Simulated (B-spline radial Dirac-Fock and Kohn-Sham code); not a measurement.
**Inner shells of Hg⁶⁸⁺**

What does theory give for mercury as Hg⁶⁸⁺? The session works out its X-ray form factor and Compton profile, the binding energy of each subshell and how cheaper methods do for the levels.

The numbers are computed with B-spline radial Dirac-Fock and Kohn-Sham code (version 2): a free atom or ion on a radial basis; each step names its model.

### Step 1. The atom as given

Hg⁶⁸⁺, configuration [Ne] 3s2.

- nuclear charge: 80
- electrons: 12
- mass number: 202
- nuclear rms radius: 5.4648 fm

Outer shells as boxes (Hund's rule, for the drawing alone; heavy ions are jj-coupled, and the calculation averages over the configuration):

```
[Ne] core
3s [↑↓]
```

### Step 2. Form factor and Compton profile

Model: Dirac-Fock average of configuration, finite nucleus; form factor of the spherical density, Waller-Hartree incoherent function, impulse-approximation Compton profiles.

Settings, as recorded:

```ini
task = scatter
Z = 80
charge = 68
configuration = 1s2 2s2 2p6 3s2
mass_number = 202
rms_radius = 5.4648  # fm
s = [0.0, 0.03, 0.04, 0.05, 0.06, 0.08, 0.1, 0.13, 0.16, 0.21, 0.26, 0.33, 0.42, 0.53, 0.67, 0.84, 1.06, 1.34, 1.69, 2.13, 2.69, 3.4, 4.3]  # 1/A
pz = [0, 0.1, 0.2, 0.3, 0.4, 0.5, 0.6, 0.8, 1.0, 1.2, 1.4, 1.6, 1.8, 2.0, 2.5, 3.0, 4.0, 5.0, 7.0, 10.0, 15.0, 20.0, 30.0, 40.0, 60.0, 100.0]  # a.u.
photon_energy = [2000, 5000, 8047.8, 17479.3, 50000, 100000, 200000, 500000]  # eV
```

Main fields of the result record, rounded:

```text
{
  "status": "converged",
  "form_factor [e]": [12.0, 11.999, 11.999, 11.998, 11.997, 11.995, 11.992, 11.987, 11.981, 11.967, 11.949, 11.918, 11.868, 11.792, 11.672, 11.493, 11.215, 10.799, 10.212, 9.4258, 8.439, 7.3111, 6.1131],
  "incoherent": [2.6053e-11, 0.001121, 0.0019927, 0.0031131, 0.004482, 0.0079643, 0.012437, 0.020994, 0.031756, 0.054537, 0.083275, 0.13324, 0.21346, 0.33419, 0.51989, 0.78497, 1.1734, 1.7039, 2.3625, 3.1156, 3.938, 4.8588, 5.9468],
  "compton_total [1/a.u.]": [0.30781, 0.30778, 0.3077, 0.30756, 0.30737, 0.30712, 0.30682, 0.30606, 0.30508, 0.3039, 0.30251, 0.30092, 0.29915, 0.29719, 0.29156, 0.28498, 0.26967, 0.25266, 0.21866, 0.17912, 0.14276, 0.11351, 0.060513, 0.032369, 0.012127, 0.0028365],
  "shells": ["1s1/2", "2s1/2", "2p1/2", "2p3/2", "3s1/2"],
  "occupation": [2.0, 2.0, 2.0, 4.0, 2.0],
  "mean_momentum [a.u.]": [87.055, 31.689, 41.294, 35.73, 17.783],
  "r2 [bohr^2]": 0.1024,
  "r_inverse [1/bohr]": 390.72,
  "r1 [bohr]": 0.86998,
  "coherent [b]": [95.639, 94.827, 93.331, 85.313, 50.736, 23.634, 8.3293, 1.7411],
  "incoherent_cross_section [b]": [0.010633, 0.064377, 0.15942, 0.61033, 2.0004, 3.0775, 3.5522, 3.1122]
}
```

Form factor and incoherent function, every second point:

```tsv
s (1/Å)	f (e)	f / N	S(s)
0	12.00	1.000	0
0.0400	12.00	1.000	0.001993
0.0600	12.00	1.000	0.004482
0.100	11.99	0.999	0.01244
0.160	11.98	0.998	0.03176
0.260	11.95	0.996	0.08327
0.420	11.87	0.989	0.2135
0.670	11.67	0.973	0.5199
1.06	11.21	0.935	1.173
1.69	10.21	0.851	2.362
2.69	8.439	0.703	3.938
4.30	6.113	0.509	5.947
```

### Step 3. Core and valence levels

Model: Dirac-Fock average of configuration, Delta-SCF, finite nucleus, first-order Breit with its frequency dependence, self-energy and vacuum polarisation.

The run's settings:

```ini
task = binding
```

Main fields of the result record, rounded:

```text
{
  "status": "converged",
  "shells": ["K", "L1", "L2", "L3", "M1"],
  "total_energy_parts [Ha]": [-13811.9893, 19.1142434, -1.66358061, -0.393246761, 18.7202012, -3.72492648],
  "koopmans [eV]": [89826.0, 20790.1, 20223.8, 18212.2, 8482.91],
  "dirac_coulomb [eV]": [89798.6, 20786.2, 20217.7, 18207.8, 8482.66],
  "gaunt [eV]": [-314.774, -35.1918, -60.6454, -39.4747, -9.45443],
  "retardation [eV]": [21.2234, 2.72023, 5.7173, 5.85906, 1.16908],
  "breit_frequency [eV]": [5.098, -0.443522, -0.126106, 2.76692, -0.116886],
  "self_energy [eV]": [-198.59, -30.844, -1.26429, -2.8278, -8.54184],
  "vacuum_polarisation [eV]": [41.1548, 6.00951, 0.408237, -0.18096, 1.61768],
  "binding [eV]": [89352.7, 20728.5, 20161.8, 18174.0, 8467.34],
  "mean_radius [bohr]": [0.0165756, 0.0681721, 0.056119, 0.0643869, 0.16535]
}
```

total_energy_parts: Dirac-Coulomb, Gaunt, retardation, frequency dependence, self-energy, vacuum polarisation. 

The binding energies by parts, in eV; the parts add up.

```tsv
level	-ε	relaxation	Breit	QED	binding
K (1s)	89826.0	-27.47	-288.45	-157.44	89352.7
L1 (2s)	20790.1	-3.89	-32.92	-24.83	20728.5
L2 (2p1/2)	20223.8	-6.10	-55.05	-0.86	20161.8
L3 (2p3/2)	18212.2	-4.42	-30.85	-3.01	18174.0
M1 (3s)	8482.9	-0.25	-8.40	-6.92	8467.3
```

Line energies follow by subtraction:

```tsv
line	energy (eV)
Kα1 (K-L3)	71178.7
Kα2 (K-L2)	69190.9
Lη (L2-M1)	11694.4
Lℓ (L3-M1)	9706.6
```

### Step 4. The levels by Dirac LDA

Model: Dirac-Kohn-Sham LDA (Slater exchange, VWN correlation), finite nucleus, spherical and without spin polarisation.

Settings, as recorded:

```ini
task = binding-ladder
method = lda,vwn
relativity = dirac
```

Main fields of the result record, rounded:

```text
{
  "status": "converged",
  "shells": ["K", "L1", "L2", "L3", "M1"],
  "minus_eigenvalue [eV]": [89109.1, 20529.4, 20033.0, 18026.2, 8429.53],
  "delta_scf [eV]": [89794.3, 20699.2, 20241.0, 18207.3, 8497.3],
  "total_energy [Ha]": -13804.182,
  "dirac_fock_binding [eV]": [89352.7, 20728.5, 20161.8, 18174.0, 8467.34]
}
```

Against the Dirac-Fock value with Breit and QED (eV):

```tsv
level	-ε	miss	ΔSCF	miss	Dirac-Fock
K	89109.1	-243.5	89794.3	+441.6	89352.7
L1	20529.4	-199.1	20699.2	-29.3	20728.5
L2	20033.0	-128.7	20241.0	+79.2	20161.8
L3	18026.2	-147.8	18207.3	+33.3	18174.0
M1	8429.5	-37.8	8497.3	+30.0	8467.3
```

### Step 5. non-relativistic HF, for comparison

Model: non-relativistic Hartree-Fock, average of configuration, point nucleus.

Settings, as recorded:

```ini
task = binding-ladder
method = hf
relativity = nr
```

Main fields of the result record, rounded:

```text
{
  "status": "converged",
  "shells": ["1s", "2s", "2p", "3s"],
  "minus_eigenvalue [eV]": [81583.1, 18421.7, 17987.0, 7732.38],
  "delta_scf [eV]": [81562.7, 18418.8, 17982.8, 7732.2],
  "total_energy [Ha]": -12687.0975
}
```

Beside the Dirac-Fock ΔSCF result with Breit and QED, in eV:

```tsv
level	-ε	miss	ΔSCF	miss	Dirac-Fock
1s	81583.1	-7769.6	81562.7	-7790.0	89352.7
2s	18421.7	-2306.8	18418.8	-2309.7	20728.5
2p	17987.0	-849.6	17982.8	-853.8	18836.6
3s	7732.4	-735.0	7732.2	-735.1	8467.3
```

Spin-orbit partners are averaged with weights 2j + 1.

### Step 6. Cost and miss by method

| method | level | eigenvalue miss (%) | ΔSCF miss (%) | time |
| --- | --- | --- | --- | --- |
| Dirac LDA | K | -0.27 | +0.49 | 0.35 s |
| non-relativistic HF | 1s | -8.70 | -8.72 | 0.05 s |
| Dirac-Fock + Breit + QED | all | - | reference | 0.48 s |

Times cover the ground state and all hole states of a step, on one thread of a shared host; states solved in an earlier step are reused, and a first call can include compiling.

### Step 7. Results

| quantity | value |
| --- | --- |
| rms radius of the electron cloud | 0.0924 bohr |
| Compton profile at zero | 0.3078 1/a.u. |
| deepest level listed, K (1s) | 89352.7 eV |
| least bound, M1 (3s) | 8467.3 eV |
| Kα1 | 71178.7 eV |
| ionisation energy, NIST (theoretical) | 8470.00 eV |
| Dirac LDA, K: eigenvalue / ΔSCF | 89109.1 / 89794.3 eV |
| non-relativistic HF, 1s: eigenvalue / ΔSCF | 81583.1 / 81562.7 eV |

**Reading.** The cloud is so compact that f stays above half of 12 out to s = 4.30 1/Å. Incoherent scattering outweighs coherent from 500 keV on, among the energies asked. The K (1s) level lies 27.5 eV under Koopmans' value by relaxation alone; Breit gives -288.45 and QED -157.44 eV. NIST's ionisation energy differs by +2.66 eV from the least binding energy, within its stated uncertainty. Dirac LDA misses the K level by -0.3 % with its eigenvalue and by +0.5 % with ΔSCF. Breit and QED terms, which only the reference holds, shift this level by tenths of a per cent, so the eigenvalue's nearness can be cancellation. Non-relativistic HF misses the 1s level by -8.7 % with its eigenvalue and by -8.7 % with ΔSCF, as relativity is missing. The Hartree-Fock and Dirac-Fock values hold no electron correlation.
